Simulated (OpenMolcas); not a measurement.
# Ni³⁺ among point charges: CASSCF and CASPT2 levels and susceptibility

Aim: the splitting of the states of Ni³⁺ in the field of 8 point charges, its lowest levels with spin-orbit coupling and its magnetic susceptibility.

The numbers are computed with OpenMolcas 26.06 (state-averaged CASSCF and CASPT2, spin-orbit coupling by RASSI with atomic mean-field integrals), except any that are marked as measured or tabulated.

## 1. The system

| Item | Value |
| --- | --- |
| Species | Ni³⁺ (nickel, Z = 28, 25 electrons) |
| Basis | ANO-RCC-VDZP [5s4p2d1f], 34 functions |
| Scalar Hamiltonian | DKH2, point nucleus |
| Inactive shells | 1s 2s 2p 3s 3p |
| Active space | 7 electrons in 5 orbitals (3d) |
| Some configurations of this space | 3d⁷ |
| Orbitals | optimised for each spin and parity, averaged over all roots |

Outer shells as boxes (Hund's rule):

3d7
```
3d [↑↓][↑↓][↑ ][↑ ][↑ ]
```

The ion sits among 8 point charges of -1.6 e arranged as a cube (Oh), 1.81 Å from the ion.

The work runs as a chain of OpenMolcas steps in one folder; each step below is one input file. Labels, J, g values, rates, χT and fits are worked out afterwards by a script from the matrices that RASSI stores. The input lists half of the charges; inversion (Group=XYZ) makes the rest.

## 2. Basis and integrals

a.inp reads:

```
&GATEWAY
Coord
1

Ni 0.0 0.0 0.0
Basis=ANO-RCC-VDZP
Group=XYZ
NoMove
AngMom=0.0 0.0 0.0
AMFI
XField
4 Angstrom 0
1.045004 1.045004 1.045004 -1.600000
1.045004 1.045004 -1.045004 -1.600000
1.045004 -1.045004 1.045004 -1.600000
1.045004 -1.045004 -1.045004 -1.600000
&SEWARD
```

Run with:

```console
$ OMP_NUM_THREADS=1 MOLCAS_MEM=1689 MOLCAS_PROJECT=a pymolcas a.inp > a.log
```

The log of the run:

```text
Basis set label: NI.ANO-RCC...5S4P2D1F.

      Electronic valence basis set:
      ------------------
      Associated Effective Charge  28.000000 au
      Associated Actual Charge     28.000000 au
      Nuclear Model: Point charge

      Shell  nPrim  nBasis  Cartesian Spherical Contaminant
         s      21       5        X
         p      15       4        X
         d      10       2                 X
         f       6       1                 X
                  Relativistic Douglas-Kroll-Hess integrals:
                    - DKH order of Hamiltonian: 2
                    - DKH order of Properties : 0
                  Atomic mean-field integrals
```

## 3. CASSCF: quartets of even parity, 10 roots

a.inp reads:

```
&RASSCF
FileOrb=start.orb
Symmetry=1
Spin=4
nActEl=7 0 0
Inactive=3 6
Ras2=5 0
CIRoot=10 10 1
SDav=10
CIMx=300
Iter=120 100
PrWF=0.3
OrbListing=Nothing
MaxOrb=0
>>> COPY $Project.JobIph JOB001
```

Run with:

```console
$ OMP_NUM_THREADS=1 MOLCAS_MEM=1689 MOLCAS_PROJECT=a pymolcas a.inp > a.log
```

start.orb holds the contracted functions of the basis, ordered by shell, or the orbitals of the step before.

The log of the run, cut to the lines that bear on the results:

```text
[...]
      Number of active orbitals                  5
[...]
      Spin quantum number                      1.5
[...]
      Active orbitals                            5   0
[...]
      Number of CSFs                            10
      Number of root(s) required                10
[...]
      Convergence after  9 iterations
[...]
      Natural orbitals and occupation numbers for root  1
      sym 1:   1.000000   1.000000   2.000000   1.000000   2.000000
      Natural orbitals and occupation numbers for root  2
      sym 1:   1.034256   1.965744   1.034256   1.000000   1.965744
      Natural orbitals and occupation numbers for root  3
      sym 1:   1.024215   1.000000   1.975785   1.975785   1.024215
::    RASSCF root number  1 Total energy:  -1528.20639006
::    RASSCF root number  2 Total energy:  -1528.18923639
::    RASSCF root number  3 Total energy:  -1528.18923639
[...]
::    RASSCF root number  7 Total energy:  -1528.17592667
::    RASSCF root number  8 Total energy:  -1528.08907854
::    RASSCF root number  9 Total energy:  -1528.08907854
::    RASSCF root number 10 Total energy:  -1528.08907854
```

## 4. Reference wave functions, doublets of even parity, 40 roots

a.inp reads:

```
&RASSCF
FileOrb=start.orb
Symmetry=1
Spin=2
nActEl=7 0 0
Inactive=3 6
Ras2=5 0
CIRoot=40 40 1
SDav=40
CIMx=300
Iter=120 100
PrWF=0.3
OrbListing=Nothing
MaxOrb=0
>>> COPY $Project.JobIph JOB002
```

The log of the run, cut to the lines that bear on the results:

```text
[...]
      Number of active orbitals                  5
[...]
      Spin quantum number                      0.5
[...]
      Active orbitals                            5   0
[...]
      Number of CSFs                            40
      Number of root(s) required                40
[...]
      Convergence after  7 iterations
[...]
      Natural orbitals and occupation numbers for root  1
      sym 1:   1.039795   1.123177   1.842533   1.154606   1.839889
      Natural orbitals and occupation numbers for root  2
      sym 1:   1.171923   1.088542   1.839889   1.057113   1.842533
      Natural orbitals and occupation numbers for root  3
      sym 1:   1.130745   1.158377   1.690401   1.215692   1.804786
::    RASSCF root number  1 Total energy:  -1528.09761635
::    RASSCF root number  2 Total energy:  -1528.09761635
::    RASSCF root number  3 Total energy:  -1528.09515629
[...]
::    RASSCF root number 27 Total energy:  -1528.03407574
::    RASSCF root number 28 Total energy:  -1528.03407574
::    RASSCF root number 29 Total energy:  -1527.96432007
::    RASSCF root number 30 Total energy:  -1527.96233684
```

## 5. RASSI: spin-orbit coupling between the states

a.inp reads:

```
&RASSI
NrOfJobIphs=2 10 40
1 2 3 4 5 6 7 8 9 10
1 2 3 4 5 6 7 8 9 10 11 12 13 14 15 16 17 18 19 20 21 22 23 24 25 26 27
28 29 30 31 32 33 34 35 36 37 38 39 40
IphNames
JOB001
JOB002
EJob
SpinOrbit
DIPRint=1.0
SOCoupling=1000.0
Subsets=2
Property=9
'ANGMOM' 1 'ANGMOM' 2 'ANGMOM' 3 'MLTPL  1' 1 'MLTPL  1' 2 'MLTPL  1' 3
'AMFI' 1 'AMFI' 2 'AMFI' 3
SOProperty=3
'ANGMOM' 1 'ANGMOM' 2 'ANGMOM' 3
```

Run with:

```console
$ OMP_NUM_THREADS=1 MOLCAS_MEM=1689 MOLCAS_PROJECT=a pymolcas a.inp > a.log
```

The log of the run, cut to the lines that bear on the results:

```text
SPIN-FREE ENERGIES:
  (Shifted by EMIN (a.u.) =      -1528.2063900627)
 SF State       Relative EMIN(au)   Rel lowest level(eV)    D:o, cm**(-1)      L_eff
     1             0.0000000000        0.0000000000              0.0000         3.0
     2             0.0171536697        0.4667751323           3764.7953         3.0
     3             0.0171536697        0.4667751323           3764.7953         3.0
     4             0.0171536697        0.4667751323           3764.7953         3.0
     5             0.0304633951        0.8289512117           6685.9424         3.0
     6             0.0304633951        0.8289512117           6685.9424         3.0
     7             0.0304633951        0.8289512117           6685.9424         3.0
    11             0.1087737153        2.9598835803          23873.0711         4.0
    12             0.1087737153        2.9598835803          23873.0711         4.0
    13             0.1112337758        3.0268252368          24412.9919         4.1
[...]
Eigenvalues of complex Hamiltonian:
   -----------------------------------
  (Shifted by EMIN (a.u.) =      -1528.2063900627)
 SO State       Relative EMIN(au)   Rel lowest level(eV)    D:o, cm**(-1)     J-value
     1            -0.0013448810        0.0000000000              0.0000         3.1
     2            -0.0013448810        0.0000000000              0.0000         3.0
     3            -0.0013448810        0.0000000000              0.0000         3.1
     4            -0.0013448810        0.0000000000              0.0000         3.3
     5             0.0145161111        0.4315995833           3481.0854         3.7
     6             0.0145161111        0.4315995833           3481.0854         3.7
     7             0.0145161111        0.4315995833           3481.0854         2.9
     8             0.0145161111        0.4315995833           3481.0854         2.9
     9             0.0156970264        0.4637339242           3740.2663         3.1
    10             0.0156970264        0.4637339242           3740.2663         3.1
    11             0.0177633582        0.5199616777           4193.7738         2.5
[...]
```

These steps took 8.9 s in all on 1 thread, shared host.

States without spin-orbit coupling:

| state | degeneracy | E (cm-1) | free-ion L (%) |
| --- | --- | --- | --- |
| 4A2 | 1 | 0 | F (100) |
| 4T2 | 3 | 3765 | F (100) |
| 4T1 | 3 | 6686 | F (99) |
| 2E | 2 | 23873 | G (86) |
| 2T1 | 3 | 24413 | G (87) |
| 2A1 | 1 | 25245 | G (100) |
| 4T1 | 3 | 25747 | P (99) |
| 2T2 | 3 | 25925 | G (97) |
| 2T1 | 3 | 31062 | H (60) |
| 2T2 | 3 | 31486 | H (84) |
| 2E | 2 | 33309 | H (67) |
| 2T1 | 3 | 33711 | P (59) |
| 2T1 | 3 | 34435 | H (89) |
| 2T2 | 3 | 35867 | D (81) |
| 2E | 2 | 37819 | D (64) |
| 2A2 | 1 | 53128 | F (100) |
| 2T2 | 3 | 53563 | F (99) |
| 2T1 | 3 | 54269 | F (99) |
| 2E | 2 | 81900 | D (100) |
| 2T2 | 3 | 82007 | D (99) |

With spin-orbit coupling:

| E (cm-1) | Degeneracy | Label | 2S+1 | g |
| --- | --- | --- | --- | --- |
| 0.0 | 4 | Γ8 | 4 |  |
| 3481 | 4 | Γ8 | 4 |  |
| 3740 | 2 | Γ6 | 4 | 1.19 1.19 1.19 |
| 4194 | 4 | Γ8 | 4 |  |
| 4306 | 2 | Γ7 | 4 | 3.51 3.51 3.51 |
| 6040 | 2 | Γ6 | 4 | 3.18 3.18 3.18 |
| 6758 | 4 | Γ8 | 4 |  |
| 7570 | 2 | Γ7 | 4 | 1.52 1.52 1.52 |
| 7782 | 4 | Γ8 | 4 |  |
| 23788 | 4 | Γ8 | 2 |  |
| 24068 | 2 | Γ6 | 2 | 2.87 2.87 2.87 |
| 25017 | 4 | Γ8 | 2 |  |
| 25602 | 4 | Γ8 | 4 |  |
| 25608 | 2 | Γ7 | 4 | 2.64 2.64 2.64 |
| 25842 | 4 | Γ8 | 2 |  |
| 25885 | 2 | Γ6 | 2 | 0.67 0.67 0.67 |
| 26010 | 4 | Γ8 | 4 |  |
| 26564 | 2 | Γ6 | 4 | 2.50 2.50 2.50 |
| 26740 | 2 | Γ7 | 2 | 2.46 2.46 2.46 |
| 30965 | 4 | Γ8 | 2 |  |
| 31387 | 2 | Γ7 | 2 | 3.66 3.66 3.66 |
| 32056 | 4 | Γ8 | 2 |  |
| 32133 | 2 | Γ6 | 2 | 1.22 1.22 1.22 |
| 33365 | 4 | Γ8 | 2 |  |

Principal g values are given for doublets only; a zero marks a field direction without first-order Zeeman splitting.

Powder χT (cm³ K/mol): 2.86 at 2 K, 2.86 at 5 K, 2.86 at 10 K, 2.87 at 20 K, 2.89 at 50 K, 2.91 at 100 K, 2.94 at 150 K, 2.96 at 200 K, 2.99 at 250 K, 3.02 at 300 K.

## 6. CASPT2: IPEA 0.25, imaginary shift 0.1 (closed shells correlated: 3s 3p)

a.inp reads:

```
>>> COPY JOB001 $Project.JobIph
&CASPT2
Multistate=10 1 2 3 4 5 6 7 8 9 10
NoMult
Frozen=2 3
IPEA=0.25
Imaginary=0.1
MaxIter=60
WThr=0.0 0.3 0.05
PrWF=0.5
NoMix
>>> COPY JOB002 $Project.JobIph
&CASPT2
Multistate=40 1 2 3 4 5 6 7 8 9 10 11 12 13 14 15 16 17 18 19 20 21 22
23 24 25 26 27 28 29 30 31 32 33 34 35 36 37 38 39 40
NoMult
Frozen=2 3
IPEA=0.25
Imaginary=0.1
MaxIter=60
WThr=0.0 0.3 0.05
PrWF=0.5
NoMix
```

Run with:

```console
$ OMP_NUM_THREADS=1 MOLCAS_MEM=1689 MOLCAS_PROJECT=a pymolcas a.inp > a.log
```

The log of the run:

```text
Orbital specifications:
      -----------------------

      Symmetry species                           1   2
                                                ag  au
      Frozen orbitals                            2   3
      Inactive orbitals                          1   3
      Active orbitals                            5   0
      Secondary orbitals                         7  13
      Deleted orbitals                           0   0
      Number of basis functions                 15  19
Type of calculation                        SS-CASPT2
      Fock operator                              state-specific
      IPEA shift                                 0.25
      Real shift                                 0.00
      Imaginary shift                            0.10
      The input orbitals will be transformed to quasi-canonical
Reference energy:       -1528.2063900627
      E2 (Non-variational):      -0.3716350494
      Shift correction:          -0.0000853154
      E2 (Variational):          -0.3717203648
      Total energy:           -1528.5781104275
      Residual norm:              0.0000002235
      Reference weight:           0.95145
      Contributions to the CASPT2 correlation energy
      Active & Virtual Only:         -0.1490938924
      One Inactive Excited:          -0.1656118469
      Two Inactive Excited:          -0.0569293101
Reference energy:       -1528.1892363930
      E2 (Non-variational):      -0.3693059461
      Shift correction:          -0.0000842308
      E2 (Variational):          -0.3693901769
      Total energy:           -1528.5586265699
      Residual norm:              0.0000008001
      Reference weight:           0.95195
      Contributions to the CASPT2 correlation energy
      Active & Virtual Only:         -0.1474289402
      One Inactive Excited:          -0.1649285915
      Two Inactive Excited:          -0.0569484144
::    CASPT2 Root  1     Total energy:  -1528.57811043
::    CASPT2 Root  2     Total energy:  -1528.55862657
::    CASPT2 Root  3     Total energy:  -1528.55846278
::    CASPT2 Root  4     Total energy:  -1528.55905772
::    CASPT2 Root  5     Total energy:  -1528.54458425
::    CASPT2 Root  6     Total energy:  -1528.54461785
::    CASPT2 Root  7     Total energy:  -1528.54589754
::    CASPT2 Root  8     Total energy:  -1528.47277419
::    CASPT2 Root  9     Total energy:  -1528.47220760
::    CASPT2 Root 10     Total energy:  -1528.47235006
Orbital specifications:
      -----------------------

      Symmetry species                           1   2
                                                ag  au
      Frozen orbitals                            2   3
      Inactive orbitals                          1   3
      Active orbitals                            5   0
      Secondary orbitals                         7  13
      Deleted orbitals                           0   0
      Number of basis functions                 15  19
Type of calculation                        SS-CASPT2
      Fock operator                              state-specific
      IPEA shift                                 0.25
      Real shift                                 0.00
      Imaginary shift                            0.10
      The input orbitals will be transformed to quasi-canonical
Reference energy:       -1528.0976163474
      E2 (Non-variational):      -0.3798783943
      Shift correction:          -0.0000910690
      E2 (Variational):          -0.3799694633
      Total energy:           -1528.4775858108
      Residual norm:              0.0000006894
      Reference weight:           0.95001
      Contributions to the CASPT2 correlation energy
      Active & Virtual Only:         -0.1519071427
      One Inactive Excited:          -0.1693056895
      Two Inactive Excited:          -0.0586655622
Reference energy:       -1528.0976163474
      E2 (Non-variational):      -0.3800623023
      Shift correction:          -0.0000913988
      E2 (Variational):          -0.3801537011
      Total energy:           -1528.4777700486
      Residual norm:              0.0000007465
      Reference weight:           0.94996
      Contributions to the CASPT2 correlation energy
      Active & Virtual Only:         -0.1519567425
      One Inactive Excited:          -0.1694418844
      Two Inactive Excited:          -0.0586636753
::    CASPT2 Root  1     Total energy:  -1528.47758581
::    CASPT2 Root  2     Total energy:  -1528.47777005
::    CASPT2 Root  3     Total energy:  -1528.47555973
::    CASPT2 Root  4     Total energy:  -1528.47558047
::    CASPT2 Root  5     Total energy:  -1528.47558094
::    CASPT2 Root  6     Total energy:  -1528.47209081
::    CASPT2 Root  7     Total energy:  -1528.46839296
::    CASPT2 Root  8     Total energy:  -1528.46858876
::    CASPT2 Root  9     Total energy:  -1528.46856887
::    CASPT2 Root 10     Total energy:  -1528.44928066
::    CASPT2 Root 11     Total energy:  -1528.44907571
::    CASPT2 Root 12     Total energy:  -1528.44884798
::    CASPT2 Root 13     Total energy:  -1528.44406373
::    CASPT2 Root 14     Total energy:  -1528.44404370
::    CASPT2 Root 15     Total energy:  -1528.44394435
::    CASPT2 Root 16     Total energy:  -1528.43578853
::    CASPT2 Root 17     Total energy:  -1528.43617422
::    CASPT2 Root 18     Total energy:  -1528.44055026
::    CASPT2 Root 19     Total energy:  -1528.44077497
::    CASPT2 Root 20     Total energy:  -1528.44070501
::    CASPT2 Root 21     Total energy:  -1528.42541789
::    CASPT2 Root 22     Total energy:  -1528.42543924
::    CASPT2 Root 23     Total energy:  -1528.42548679
::    CASPT2 Root 24     Total energy:  -1528.42798541
::    CASPT2 Root 25     Total energy:  -1528.42797064
::    CASPT2 Root 26     Total energy:  -1528.42603538
::    CASPT2 Root 27     Total energy:  -1528.40947101
::    CASPT2 Root 28     Total energy:  -1528.40943743
::    CASPT2 Root 29     Total energy:  -1528.35913823
::    CASPT2 Root 30     Total energy:  -1528.35676839
```

This run: 2.7 s of run time, 1 thread, shared host.

SS-CASPT2: lowest energy less the reference's lowest, -0.3717 hartree; reference weights 0.945 to 0.952.

Spin-free states, with their symmetry labels:

| state | degeneracy | E (cm-1) | free-ion L (%) |
| --- | --- | --- | --- |
| 4A2 | 1 | 0 | F (100) |
| 4T2 | 3 | 4257 | F (100) |
| 4T1 | 3 | 7260 | F (99) |
| 2E | 2 | 22042 | G (86) |
| 2T1 | 3 | 22504 | G (87) |
| 4T1 | 3 | 23191 | P (99) |
| 2A1 | 1 | 23269 | G (100) |
| 2T2 | 3 | 24053 | G (97) |
| 2T1 | 3 | 28322 | H (60) |
| 2T2 | 3 | 29430 | H (84) |
| 2T1 | 3 | 30163 | P (59) |
| 2E | 2 | 31194 | H (67) |
| 2T2 | 3 | 33092 | D (81) |
| 2T1 | 3 | 33506 | H (89) |
| 2E | 2 | 37016 | D (64) |
| 2A2 | 1 | 48059 | F (100) |
| 2T2 | 3 | 48577 | F (99) |
| 2T1 | 3 | 49510 | F (99) |
| 2E | 2 | 73895 | D (100) |
| 2T2 | 3 | 74397 | D (99) |

With spin-orbit coupling:

```csv
E (cm-1),Degeneracy,Label,2S+1,g
0,4,Γ8,4,
3950,4,Γ8,4,
4210,2,Γ6,4,1.22 1.22 1.22
4640,4,Γ8,4,
4770,2,Γ7,4,3.50 3.50 3.50
6580,2,Γ6,4,3.21 3.21 3.21
7300,4,Γ8,4,
8110,2,Γ7,4,1.51 1.51 1.51
8320,4,Γ8,4,
21910,4,Γ8,2,
22120,2,Γ6,2,2.96 2.96 2.96
22990,4,Γ8,4,
23030,2,Γ7,4,2.65 2.65 2.65
23070,4,Γ8,4,
23460,4,Γ8,4,
23830,2,Γ6,2,0.71 0.71 0.71
23970,4,Γ8,2,
24050,2,Γ6,4,1.02 1.02 1.02
24840,2,Γ7,2,2.47 2.47 2.47
28260,4,Γ8,2,
29310,2,Γ7,2,3.66 3.66 3.66
29400,2,Γ6,2,1.53 1.53 1.53
29960,4,Γ8,2,
30120,4,Γ8,2,
```

Powder χT (cm³ K/mol): 2.76 at 2 K, 2.76 at 5 K, 2.76 at 10 K, 2.77 at 20 K, 2.78 at 50 K, 2.81 at 100 K, 2.83 at 150 K, 2.85 at 200 K, 2.88 at 250 K, 2.90 at 300 K.

A ligand-field fit to the states below 45000 cm-1 gives 10Dq = -4093 cm-1, B = 1207 cm-1 and C = 4849 cm-1 (C/B = 4.02), with a deviation of 491 cm-1.

## 7. The methods side by side

A. CASSCF
B. SS-CASPT2, IPEA 0.25, imaginary shift 0.1 (closed shells correlated: 3s 3p)

| method | ground state | first state of that spin (cm-1) | first gap with spin-orbit (cm-1) | χT at 300 K |
| --- | --- | --- | --- | --- |
| A | 4A2 | 4T2 3765 | 3481.1 | 3.02 |
| B | 4A2 | 4T2 4257 | 3948.9 | 2.90 |

## 8. Outcome

```
                                            quantity                                                                        value
                                              method  SS-CASPT2, IPEA 0.25, imaginary shift 0.1 (closed shells correlated: 3s 3p)
                              spin-free ground state                                              4A2, 1-fold in its orbital part
first state of the same spin within the active space                                                             4T2 at 4260 cm⁻¹
                                        lowest level                                                                    4-fold Γ8
                                          next level                                                                  3948.9 cm⁻¹
                                         χT at 300 K                                                               2.90 cm³ K/mol
                           effective moment at 300 K                                                                      4.82 μB
```

Cost by method:

| method | time of its own steps | time with the reference |
| --- | --- | --- |
| A. CASSCF | 8.9 s | 8.9 s |
| B. SS-CASPT2, IPEA 0.25, imaginary shift 0.1, +3s 3p | 2.7 s | 12 s |

Times are of one thread on a shared host.

What this shows: The spin-free ground state (4A2) comes to 100 % from free-ion F terms and keeps the highest spin of the shell. χT at 300 K is 2.90, against 1.88 cm³ K/mol for the spin alone, so orbital moment adds to it. A ligand-field fit to the states below 45000 cm-1 gives 10Dq = -4093 cm-1, B = 1207 cm-1 and C = 4849 cm-1 (C/B = 4.02), with a deviation of 491 cm-1. CASPT2 does not keep the components of a term degenerate, and the means are used. The field of point charges can differ much from that of real complexes. With metal d orbitals alone active, the gaps between spin states are rough; where two lie within a few thousand cm-1, their order is open. This is an electrostatic model: the charges have no orbitals.
